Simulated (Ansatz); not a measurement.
**H₇InO₃Si₂: basis-set convergence**

Aim: see how fast density functionals converge with the basis set for H₇InO₃Si₂.

Program: Ansatz 0.2.0, Gaussian basis. Level of theory: one geometry, several basis sets. These are calculated values, not measurements.

Plan: PBE0-D4/def2-SVP; ωB97M-V/def2-SVP; PBE0-D4/def2-QZVPP; ωB97M-V/def2-QZVPP; the functionals' def2-TZVPP values are taken from earlier runs.

### Step 1. The geometry

The geometry comes from an earlier relaxation with PBE0-D4 in a triple-zeta def2 set; it is a stationary point, not always the lowest conformer. In takes the def2 core potential; no spin-orbit term is included.

SMILES `[OH][In]([O][SiH3])[O][SiH3]`, 13 atoms, charge 0, spin multiplicity 1.

Atoms are counted from 1 here; the program's logs count them from 0.

Bond lengths: O1–In2 1.957 Å, O1–H7 0.961 Å, In2–O3 1.969 Å, In2–O5 1.956 Å, O3–Si4 1.633 Å, Si4–H8 1.492 Å, Si4–H9 1.487 Å, Si4–H10 1.489 Å, O5–Si6 1.635 Å, Si6–H11 1.486 Å, Si6–H12 1.492 Å, Si6–H13 1.489 Å. Angles: In2–O1–H7 111.3°, O1–In2–O3 119.6°, O1–In2–O5 121.6°, O3–In2–O5 118.8°, In2–O3–Si4 136.0°, O3–Si4–H8 111.2°, O3–Si4–H9 108.9°, O3–Si4–H10 111.1°, H8–Si4–H9 108.7°, H8–Si4–H10 108.0°, H9–Si4–H10 108.9°, In2–O5–Si6 135.5°, O5–Si6–H11 108.7°, O5–Si6–H12 111.2°, O5–Si6–H13 111.0°, H11–Si6–H12 108.8°, H11–Si6–H13 109.1°, H12–Si6–H13 108.0°.

### Step 2. PBE0-D4 in def2-SVP

Input file in.yaml:

```yaml
crystal:
  periodic: [false, false, false]
  atoms:
    - {symbol: O, position_ang: [1.818804, 2.633996, -1.638099]}
    - {symbol: In, position_ang: [0.877691, 1.191652, -0.709696]}
    - {symbol: O, position_ang: [-0.954069, 0.716936, -1.255621]}
    - {symbol: Si, position_ang: [-2.110670, -0.306575, -0.723676]}
    - {symbol: O, position_ang: [1.711229, 0.202084, 0.756716]}
    - {symbol: Si, position_ang: [1.300952, -1.086804, 1.674699]}
    - {symbol: H, position_ang: [1.272848, 3.018156, -2.330056]}
    - {symbol: H, position_ang: [-2.076518, -0.435634, 0.762455]}
    - {symbol: H, position_ang: [-3.442199, 0.219482, -1.124970]}
    - {symbol: H, position_ang: [-1.933212, -1.665075, -1.306969]}
    - {symbol: H, position_ang: [2.542860, -1.727112, 2.180615]}
    - {symbol: H, position_ang: [0.530641, -2.089111, 0.882322]}
    - {symbol: H, position_ang: [0.461643, -0.672006, 2.832301]}
basis:
  gaussian: {orbitals: def2-SVP}
hamiltonian: {xc: pbe0, dispersion: d4}
output: {orbitals: {seedname: orbitals}}
```

The run is started by

```
$ ansatz run in.yaml --threads 4 --pin off --events-out ev --progress --plain --max-ram 11315MiB
```

The runs that follow: ωB97M-V in def2-SVP; PBE0-D4 in def2-QZVPP; ωB97M-V in def2-QZVPP.

Before running them: what should the planned runs give, taken together? Wanted: PBE0-D4: double and triple zeta above quadruple; ωB97M-V: double and triple zeta above quadruple.

**Answer**, as computed:

| quantity | value |
| --- | --- |
| PBE0-D4: double and triple zeta above quadruple | 15.02, 1.00 eV |
| ωB97M-V: double and triple zeta above quadruple | 15.16, 0.92 eV |

**Reading.** PBE0-D4 gains 14.02 eV from double to triple zeta, then 1.00 eV more. These are total energies; as a rule much of such shifts cancels in differences, which this series doesn't test.
